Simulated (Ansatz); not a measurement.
# Ta: a relaxation

Aim: a sound relaxation of Ta.

Method: DFT, PBEsol, PAW with Ansatz's default frozen-core files, scalar-relativistic; relaxation of cell and atoms, in Ansatz 0.2.0.

2 further runs of the same task are left out: 2 that didn't finish.

### 1 Starting point

The structure is cubic, space group Im-3m (No. 229). The conventional cell has a = 1.748 Å, b = 1.748 Å, c = 1.748 Å, α = 90.00°, β = 90.00°, γ = 90.00°. Ta (site symmetry m-3m) is surrounded by 8 Ta at 1.51 Å.

As a file:

```
Ta
1.0
    -0.87382    0.87382    0.87382
     0.87382   -0.87382    0.87382
     0.87382    0.87382   -0.87382
Ta
1
Direct
  0.00000 0.00000 0.00000
```

### 2 Input and run

File input.yaml:

```yaml
crystal:
  lattice:
    - [-0.8738194, 0.8738194, 0.8738194]
    - [0.8738194, -0.8738194, 0.8738194]
    - [0.8738194, 0.8738194, -0.8738194]
  atoms:
    - { symbol: Ta, position: [0.0, 0.0, 0.0] }
kpoints:
  mp_grid: { grid: [24, 24, 24] }
scf:
  occupations: { method: fermi_dirac, width: 0.1 }
  max_iter: 75
hamiltonian:
  xc: pbesol
  pseudopotentials: { kind: paw }
relax:
  f_tol: 0.002
  max_steps: 80
  cell: {}
output:
  forces: true
  stress: true
  write_density: true
  write_potential: true
  elf: true
  volumetric_format: npy
```

On the command line:

```bash
$ ansatz run input.yaml --threads 1 --pin off --max-ram 2048MiB --backend cpu --events-out ev --progress --plain --runs-dir out
```

What it wrote, shortened:

```text
[...]
Pseudopotentials: kind: paw
Pseudopotential: Ta, paw, valence charge 13, recommended cutoff 420 eV (normal), Ta.paw.azcp
Functional definition: PBEsol
[...]
Crystal: 1 atoms, lattice volume = 2.669 Å³
Basis set: ecut = 420 eV, 55 PW (Γ), exchange–correlation on 24×24×24 points (8 copies of the dense FFT grid, shifted against one another)
Bands: 11, of which v1, the nominal top of the filled ones, is band 7 counted from 1 (6 counted from 0)
Symmetry: 48 space group operations
Space group: Im-3m (ITA 229), of the structure as read, at distance tolerance 1.4e-5 Å
k-points: 413 of 13824
[...]
SCF iter   1: F=—  HF=-9198.943741 eV  |F-HF|=—  |Δ(HF+E_count)|=         —  Δρ=6.85e0  dr2=2.00e2  ethr=1.77e-3  ⟨swp⟩=6.4  Hψ=31731  notcnv=0  defer=1
[...]
relax step   1: F+E_penalty+E_count = -9623.98452176 eV  Δ(F+E_penalty+E_count) = +0.000e0 eV  max|allowed force component| = 0.000e0 eV/Å  Δτ_max = 0.0000 Å  P = +23545.778 GPa  Ω = 2.669 Å³  (7 SCF iters, dr2 threshold 1.00e-7 eV, accepted)
[...]
relax step   5: F+E_penalty+E_count = -9752.38491216 eV  Δ(F+E_penalty+E_count) = -1.904e1 eV  max|allowed force component| = 0.000e0 eV/Å  Δτ_max = 0.0000 Å  P = +4544.730 GPa  Ω = 4.569 Å³  energy of the carried Pulay correction = -2.088e-1 eV  (5 SCF iters, dr2 threshold 1.00e-7 eV, accepted)
[...]
relax step  26: F+E_penalty+E_count = -9806.52041296 eV  Δ(F+E_penalty+E_count) = -1.236e-5 eV  max|allowed force component| = 0.000e0 eV/Å  Δτ_max = 0.0000 Å  P = +0.016 GPa  Ω = 17.677 Å³  stress off target by 1.56e-2 GPa  SCF on the basis re-selected at this cell (its energy is not [...]
SCF converged after 4 iterations
Free energy (F): -9806.520413 eV
[...]
E sigma→0 (E₀):  -9806.499204 eV
Entropy (-TS):   -0.042418 eV (-42.418 meV/atom)
Fermi energy:    18.876181 eV
[...]
--- Forces (eV/Å), atoms counted from 1 ---
  atom   1  Ta    -0.00000000    -0.00000000    -0.00000000
[...]
--- Stress (GPa, compression-positive) ---
        0.015611      -0.000000      -0.000000
       -0.000000       0.015611      -0.000000
       -0.000000      -0.000000       0.015611
  P = ⅓ Tr σ = 0.0156 GPa (0.156 kbar)
--- Band table (eV; the first three rows and the last of 413) ---
  k-point 0: bands = ["-48.1237", "-14.0403", "-14.0403", "-14.0403", "10.8898", "19.5902", "19.5902", "19.5902", "22.9267", "22.9267", "33.5808"]
[...]
--- Relaxed structure (23 steps of the walk, 23 accepted, 3 SCFs on fresh bases) ---
  F+E_penalty+E_count = -9806.52041296 eV   max|allowed force component| = 0.000e0 eV/Å   (the final SCF, on the basis selected at the relaxed cell)
  cell:  # Å, volume = 17.6774 Å³
    - [-1.6410396839709178, 1.6410396839709176, 1.6410396839709178]
    - [1.6410396839709178, -1.6410396839709176, 1.6410396839709178]
    - [1.6410396839709178, 1.6410396839709176, -1.6410396839709178]
  atoms:
    - { symbol: Ta, position: [0.0, 0.0, 0.0] }
```

It took 70 s on 1 thread of Arm Neoverse V1, shared host; peak memory 0.38 GiB.

### 3 Can this be trusted?

This run ends as converged. Convergence says nothing about whether the input makes sense.

The structure is shrunk by the factor 0.529 between bohr and ångström. The shortest distance in the input is 1.51 Å.

The cure: remove the wrong conversion.

### 4 Second run, to compare

Other changes include scf.max_iter, output requests.

File input.yaml:

```yaml
crystal:
  lattice:
    - [-1.65128, 1.65128, 1.65128]
    - [1.65128, -1.65128, 1.65128]
    - [1.65128, 1.65128, -1.65128]
  atoms:
    - { symbol: Ta, position: [0.0, 0.0, 0.0] }
kpoints:
  mp_grid: { grid: [24, 24, 24] }
scf:
  occupations: { method: fermi_dirac, width: 0.1 }
hamiltonian:
  xc: pbesol
  pseudopotentials: { kind: paw }
relax:
  f_tol: 0.002
  max_steps: 80
  cell: {}
output:
  forces: true
  stress: true
```

On the command line:

```bash
$ ansatz run input.yaml --threads 1 --pin off --max-ram 2048MiB --backend cpu --events-out ev --progress --plain --runs-dir out
```

Excerpt of the output:

```text
[...]
Basis set: ecut = 420 eV, 369 PW (Γ), exchange–correlation on 40×40×40 points (8 copies of the dense FFT grid, shifted against one another)
[...]
k-points: 413 of 13824
[...]
SCF iter   1: F=—  HF=-9806.516677 eV  |F-HF|=—  |Δ(HF+E_count)|=         —  Δρ=2.17e-3  dr2=2.20e-4  ethr=1.77e-3  ⟨swp⟩=5.1  Hψ=25465  notcnv=0
preconditioner: auto → none  [metal: Δε(μ)=0.009 eV  Ē_g=8.326 eV  σ=0.100 eV  W_gap=0.02  n_scr=0 (ndim 8)  ℏωp=19.6 eV  f_vac=0.000  D(μ)=1.31/eV (n_scr^D=12)]
SCF iter   2: F=—  HF=-9806.516473 eV  |F-HF|=—  |Δ(HF+E_count)|=   2.04e-4  Δρ=1.01e-3  dr2=4.50e-5  ethr=1.69e-6  ⟨swp⟩=2.1  Hψ=9979  notcnv=0
[...]
relax step   1: F+E_penalty+E_count = -9806.51651291 eV  Δ(F+E_penalty+E_count) = +0.000e0 eV  max|allowed force component| = 0.000e0 eV/Å  Δτ_max = 0.0000 Å  P = -3.713 GPa  Ω = 18.010 Å³  (6 SCF iters, dr2 threshold 1.00e-7 eV, accepted)
[...]
Basis set: ecut = 420 eV, 321 PW (Γ), exchange–correlation on 40×40×40 points (8 copies of the dense FFT grid, shifted against one another)
[...]
relax step   2: F+E_penalty+E_count = -9806.48414639 eV  Δ(F+E_penalty+E_count) = +3.237e-2 eV  max|allowed force component| = 0.000e0 eV/Å  Δτ_max = 0.0000 Å  P = +12.837 GPa  Ω = 16.722 Å³  energy of the carried Pulay correction = +4.310e-4 eV  (4 SCF iters,
[...]
relax step   3: F+E_penalty+E_count = -9806.52048338 eV  Δ(F+E_penalty+E_count) = -3.970e-3 eV  max|allowed force component| = 0.000e0 eV/Å  Δτ_max = 0.0000 Å  P = -0.292 GPa  Ω = 17.704 Å³  energy of the carried Pulay correction = +9.956e-5 eV  (6 SCF iters, 
[...]
relax step   4: F+E_penalty+E_count = -9806.52051417 eV  Δ(F+E_penalty+E_count) = -3.080e-5 eV  max|allowed force component| = 0.000e0 eV/Å  Δτ_max = 0.0000 Å  P = -0.004 GPa  Ω = 17.680 Å³  energy of the carried Pulay correction = +1.076e-4 eV  (2 SCF iters, 
[...]
SCF iter   3: F=—  HF=-9806.520413 eV  |F-HF|=—  |Δ(HF+E_count)|=   1.37e-8  Δρ=9.97e-7  dr2=8.06e-11  ethr=2.33e-11  ⟨swp⟩=2.6  Hψ=7441  notcnv=0
SCF iter   4: F=-9806.520413 eV  HF=-9806.520413 eV  |F-HF|=1.82e-12  |Δ(HF+E_count)|=  6.55e-11  Δρ=1.81e-7  dr2=1.53e-12  ethr=1.00e-12  ⟨swp⟩=5.7  Hψ=17080  notcnv=0
[...]
relax step   5: F+E_penalty+E_count = -9806.52041303 eV  Δ(F+E_penalty+E_count) = +1.011e-4 eV  max|allowed force component| = 0.000e0 eV/Å  Δτ_max = 0.0000 Å  P = -0.012 GPa  Ω = 17.680 Å³  stress off target by 1.15e-2 GPa  SCF on the basis re-selected at thi
[...]
SCF converged after 4 iterations
Free energy (F): -9806.520413 eV
[...]
E sigma→0 (E₀):  -9806.499200 eV
[...]
Fermi energy:    18.873379 eV
[...]
  P = ⅓ Tr σ = -0.0115 GPa (-0.115 kbar)
--- Relaxed structure (4 steps of the walk, 3 accepted, 1 SCFs on fresh bases) ---
[...]
```

Wall time 19 s (1 thread of Arm Neoverse V1, shared host); peak memory 0.37 GiB.

```
       run     ending  energy change  pressure (GPa)  gap (eV)  force (eV/Å)  cycles  time
 first try  converged   0.0 meV/atom             0.0      0.00          0.00     121  70 s
second try  converged              0             0.0      0.00          0.00      22  19 s
```

### 5 What came out

| quantity | value |
| --- | --- |
| first try | converged |
| setting under test | structure |
| second try | converged |
| energy (zero set by the potentials) | -9806.5204 eV |
| pressure | -0.01 GPa |
| gap on the mesh | none (metal on this mesh) |
| largest force | 0.000 eV/Å |

**Reading.** Both runs end at the same energy: the doubtful setting did not spoil the result here, but it cost 121 cycles against 22.
